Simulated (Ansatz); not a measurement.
# LiBe2S3: the cost of one run

Program: Ansatz 0.2.0. Level of theory: DFT PBE, scalar-relativistic, plane waves, PAW. These are calculated values, not measurements.

### Step 1. The structure to begin with

The structure is trigonal, space group P-3m1 (No. 164). Conventional cell: a = 3.340 Å, b = 3.340 Å, c = 8.187 Å, α = 90.00°, β = 90.00°, γ = 120.00°. Around Li (site symmetry -3m) lie 6 S at 2.66 Å. Be (site symmetry 3m) is surrounded by 6 S at 2.24 Å. S (site symmetry -3m) has 6 Be at 2.24 Å as nearest neighbours. S (site symmetry 3m) is surrounded by 3 Be at 2.24 Å and 3 Li at 2.66 Å.

Structure file:

```
Li Be S
1.0
     3.33994    0.00000    0.00000
    -1.66997    2.89247    0.00000
     0.00000    0.00000    8.18658
Li Be S
1 2 3
Direct
  0.00000 0.00000 0.50000
  0.66667 0.33333 0.13803
  0.33333 0.66667 0.86197
  0.00000 0.00000 0.00000
  0.33333 0.66667 0.27606
  0.66667 0.33333 0.72394
```

A structure generator made this guess: close-packed anion layers stacked ABC|A, with sites between them filled layer by layer (P-3m1, No. 164). The dimensions are guesses.

### Step 2. A first look at the guess

input.yaml reads:

```yaml
crystal:
  lattice:
    - [3.33994102, 0.0, 0.0]
    - [-1.66997051, 2.89247377, 0.0]
    - [0.0, 0.0, 8.18658124]
  atoms:
    - { symbol: Li, position: [0.0, 0.0, 0.5] }
    - { symbol: Be, position: [0.66666667, 0.33333333, 0.13802898] }
    - { symbol: Be, position: [0.33333333, 0.66666667, 0.86197102] }
    - { symbol: S, position: [0.0, 0.0, 0.0] }
    - { symbol: S, position: [0.33333333, 0.66666667, 0.27605796] }
    - { symbol: S, position: [0.66666667, 0.33333333, 0.72394204] }
basis:
  ecutwfc: 420
kpoints:
  mp_grid: { grid: [6, 6, 2] }
hamiltonian:
  xc: pbe
scf:
  occupations: { method: gaussian, width: 0.1 }
  lower_state_search: "off"
output:
  forces: true
  stress: true
  eigenvalues: true
```

Command:

```
$ ansatz run input.yaml --threads 1 --pin off --max-ram 2048MiB --backend cpu --events-out ev --progress --plain --runs-dir out
```

Q: Estimate wall time and peak memory on 1 thread of Arm Neoverse V1, shared host.

About 1.6 s, with a peak of 0.32 GiB.
